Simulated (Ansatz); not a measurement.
# ClH6NSi2: small, medium and large basis sets

Aim: see how fast density functionals converge with the basis set for ClH6NSi2.

Method: one geometry, several basis sets; program: Ansatz 0.2.0, Gaussian basis.

Plan: PBE0-D4/def2-SVP; ωB97M-V/def2-SVP; PBE0-D4/def2-QZVPP; ωB97M-V/def2-QZVPP; the functionals' def2-TZVPP values are taken from earlier runs.

**1. The relaxed structure**

An earlier PBE0-D4 in a triple-zeta def2 set relaxation fixed the geometry.

SMILES `N[SiH2][SiH2]Cl`, 10 atoms, charge 0, spin multiplicity 1.

Atoms are counted from 1 here; the program's logs count them from 0.

Bond lengths: N1–Si2 1.719 Å, N1–H5 1.008 Å, N1–H6 1.007 Å, Si2–Si3 2.342 Å, Si2–H7 1.488 Å, Si2–H8 1.495 Å, Si3–Cl4 2.076 Å, Si3–H9 1.485 Å, Si3–H10 1.485 Å. Angles: Si2–N1–H5 118.9°, Si2–N1–H6 120.6°, H5–N1–H6 111.2°, N1–Si2–Si3 105.7°, N1–Si2–H7 108.8°, N1–Si2–H8 116.4°, Si3–Si2–H7 110.9°, Si3–Si2–H8 108.2°, H7–Si2–H8 106.9°, Si2–Si3–Cl4 106.4°, Si2–Si3–H9 113.3°, Si2–Si3–H10 113.6°, Cl4–Si3–H9 107.0°, Cl4–Si3–H10 107.3°, H9–Si3–H10 108.9°.

**2. PBE0-D4 in def2-SVP**

The input, in.yaml:

```yaml
crystal:
  periodic: [false, false, false]
  atoms:
    - {symbol: N, position_ang: [-1.495793, 0.818167, -0.284518]}
    - {symbol: Si, position_ang: [0.132335, 0.560347, -0.770305]}
    - {symbol: Si, position_ang: [1.071266, -0.819573, 0.871908]}
    - {symbol: Cl, position_ang: [-0.311523, -2.325320, 1.231217]}
    - {symbol: H, position_ang: [-2.043688, 0.029913, 0.023216]}
    - {symbol: H, position_ang: [-2.070060, 1.499202, -0.754657]}
    - {symbol: H, position_ang: [0.829836, 1.873964, -0.823536]}
    - {symbol: H, position_ang: [0.333814, -0.092683, -2.100521]}
    - {symbol: H, position_ang: [1.300767, -0.123056, 2.162969]}
    - {symbol: H, position_ang: [2.336245, -1.472260, 0.447128]}
basis:
  gaussian: {orbitals: def2-SVP}
hamiltonian: {xc: pbe0, dispersion: d4}
output: {orbitals: {seedname: orbitals}}
```

The run is started by

```sh
> ansatz run in.yaml --threads 2 --pin off --events-out ev --progress --plain --max-ram 4352MiB
```

Further steps of the session: ωB97M-V in def2-SVP; PBE0-D4 in def2-QZVPP; ωB97M-V in def2-QZVPP.

**Question.** What will the summary of the whole plan be? Wanted: PBE0-D4: double and triple zeta above quadruple; ωB97M-V: double and triple zeta above quadruple.

**Answer**, as computed:

```
                                       quantity           value
PBE0-D4: double and triple zeta above quadruple  12.91, 1.01 eV
ωB97M-V: double and triple zeta above quadruple  12.93, 0.95 eV
```

In words: For PBE0-D4 the step from double to triple zeta gains 11.90 eV and the next only 1.01 eV. These are total energies; as a rule much of such shifts cancels in differences, which this series doesn't test. The LUMO of ωB97M-V is positive and keeps falling with the basis (1.58 to 0.81 eV): an unbound level that the basis holds in place.
